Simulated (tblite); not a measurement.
# How the settings of tblite move a run on KF

Simulated with tblite 0.8.0. This is a test of settings. The cell began as a measured structure and was relaxed with r2SCAN in plane waves (Ansatz 0.2.0). All runs are without spin polarisation.

It is cubic, Fm-3m (No. 225); a = 5.318 Å in the conventional setting, 18.80 Å³ an atom. K is surrounded by 6 F at 2.66 Å; F is surrounded by 6 K at 2.66 Å.

The base run uses GFN1-xTB on a cluster of 64 atoms.

```python
import json
from ase import Atoms
from ase.build import make_supercell
from ase.units import Bohr, GPa, Hartree
from tblite.interface import Calculator

atoms = Atoms(['K', 'F'],
              cell=[[0.0, 2.65895668, 2.65895668], [2.65895668, 0.0, 2.65895668], [2.65895668, 2.65895668, 0.0]],
              scaled_positions=[[0.0, 0.0, 0.0], [0.5, 0.5, 0.5]],
              pbc=True)
cluster = make_supercell(atoms, [[-2, 2, 2], [2, -2, 2], [2, 2, -2]])
calc = Calculator('GFN1-xTB', cluster.numbers, cluster.positions / Bohr, lattice=cluster.cell[:] / Bohr, periodic=cluster.pbc)
calc.set('temperature', 0.02 / Hartree)
calc.set('max-iter', 150)
res = calc.singlepoint()
levels = res.get('orbital-energies') * Hartree
nv = round(res.get('orbital-occupations').sum() / 2)
cells = len(cluster) // len(atoms)
out = {'energy_per_cell': res.get('energy') * Hartree / cells, 'homo': levels[nv - 1], 'lumo': levels[nv],
       'stress': (-res.get('virial') * Hartree / cluster.get_volume() / GPa).tolist(), 'charges': res.get('charges')[:len(atoms)].tolist(), 'electrons': 2 * nv / cells}
json.dump(out, open('results.json', 'w'))
for key, value in out.items():
    print(key, value)
```

Command: `python run.py`. It took 2.2 s on 1 thread of Arm Neoverse V2, on a shared host, peak memory 0.1 GiB.

It converged with a gap of 2.75 eV and a pressure of -4.97 GPa (positive in compression). xTB was fitted to molecules, so gaps, charges and pressures of solids can be far off.

Each further run moved one setting: mixer-damping (damping of the charge mixer); accuracy (scale of the thresholds); charge (charge of the whole cluster); cluster (size of the cluster in conventional cells). Changes are from the base run, which isn't itself converged in every setting; energies of another Hamiltonian, functional, basis or charge aren't compared, and those at a high electronic temperature are mostly its entropy term.

```csv
setting,how it ended,gap change (eV),energy change (meV/atom),pressure change (GPa),time (s)
mixer-damping = 0.1,converged,0.00,0.0,0.00,2.2
accuracy = 10.0,converged,0.00,0.0,0.00,2.2
mixer-damping = 0.7,converged,0.00,0.0,0.00,2.2
charge = -2.0 (poor on purpose),converged,–,–,–,2.2
cluster = 1x1x1 (poor on purpose),not converged,–,–,–,0.74
```

mixer-damping = 0.1 changes nothing that matters here. accuracy = 10.0 changes nothing that matters here. mixer-damping = 0.7 changes nothing that matters here. With cluster = 1x1x1 the cycle ended unconverged.

The end of the log, shortened, for cluster = 1x1x1:

```
    142     -18.37434255654  -2.3734822E+00   3.1722268E-01
    143      15.28120257325   3.3655545E+01   9.3297443E-01
    144     -15.99636345891  -3.1277566E+01   5.6651522E-01
    145     -18.37011490214  -2.3737514E+00   3.1752791E-01
    146      15.05519342752   3.3425308E+01   9.3018965E-01
    147     -15.99249841265  -3.1047692E+01   5.6735518E-01
    148     -18.36698284544  -2.3744844E+00   3.1777662E-01
    149      14.83705022963   3.3204033E+01   9.2749932E-01
    150     -15.98921156010  -3.0826262E+01   5.6808416E-01
------------------------------------------------------------
 total:                                   0.226 sec
tblite.exceptions.TBLiteRuntimeError: SCF not converged in 150 cycles
```
